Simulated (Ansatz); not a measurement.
# CH5AlBBrO: the cost of one run

All numbers below are computed with Ansatz 0.2.0 (RKS B3LYP-D4/def2-SVP).

## 1. The system as given

Bond lengths: B1–C2 1.592 Å, C2–Br3 1.929 Å, C2–O4 1.465 Å, O4–Al5 1.872 Å, B1–H6 1.226 Å, B1–H7 1.158 Å, C2–H8 1.082 Å, Al5–H9 1.596 Å, Al5–H10 1.566 Å. Angles: B1–C2–Br3 106.0°, B1–C2–O4 108.6°, B1–C2–H8 110.4°, Br3–C2–O4 109.1°, Br3–C2–H8 109.5°, O4–C2–H8 113.0°, C2–B1–H6 116.6°, C2–B1–H7 122.4°, H6–B1–H7 120.6°, C2–O4–Al5 109.1°, O4–Al5–H9 119.2°, O4–Al5–H10 117.7°, H9–Al5–H10 123.0°.

As a file:

```xyz
10

B    -0.4723   -0.6469    1.8373
C    -0.1747   -0.4972    0.2802
Br    0.7582   -2.1030   -0.2401
O     0.7073    0.6554    0.0829
Al    0.5713    1.2335   -1.6928
H    -1.6473   -0.5729    2.1807
H     0.3715   -0.6839    2.6295
H    -1.1004   -0.4208   -0.2744
H    -0.5382    2.3146   -2.0770
H     1.6077    0.6701   -2.7234
```

## 2. End point A

input.yaml

```yaml
crystal:
  periodic: [false, false, false]
  atoms:
    - { symbol: B, position_ang: [-0.4723, -0.6469, 1.8373] }
    - { symbol: C, position_ang: [-0.1747, -0.4972, 0.2802] }
    - { symbol: Br, position_ang: [0.7582, -2.103, -0.2401] }
    - { symbol: O, position_ang: [0.7073, 0.6554, 0.0829] }
    - { symbol: Al, position_ang: [0.5713, 1.2335, -1.6928] }
    - { symbol: H, position_ang: [-1.6473, -0.5729, 2.1807] }
    - { symbol: H, position_ang: [0.3715, -0.6839, 2.6295] }
    - { symbol: H, position_ang: [-1.1004, -0.4208, -0.2744] }
    - { symbol: H, position_ang: [-0.5382, 2.3146, -2.077] }
    - { symbol: H, position_ang: [1.6077, 0.6701, -2.7234] }
basis:
  gaussian: { orbitals: def2-SVP }
hamiltonian:
  xc: b3lyp
  dispersion: d4
relax:
  f_tol: 0.02
  max_steps: 50
```

Command:

```sh
$ ansatz run input.yaml --threads 2 --pin off --max-ram 3072MiB --backend cpu --events-out ev --progress --plain --runs-dir out
```

**Question.** How long does this run take on 2 threads of Intel Xeon Platinum 8259CL at 2.50GHz (Skylake/Cascade Lake), shared host, and how much memory does it need?

About 5 min, with a peak of 0.32 GiB.
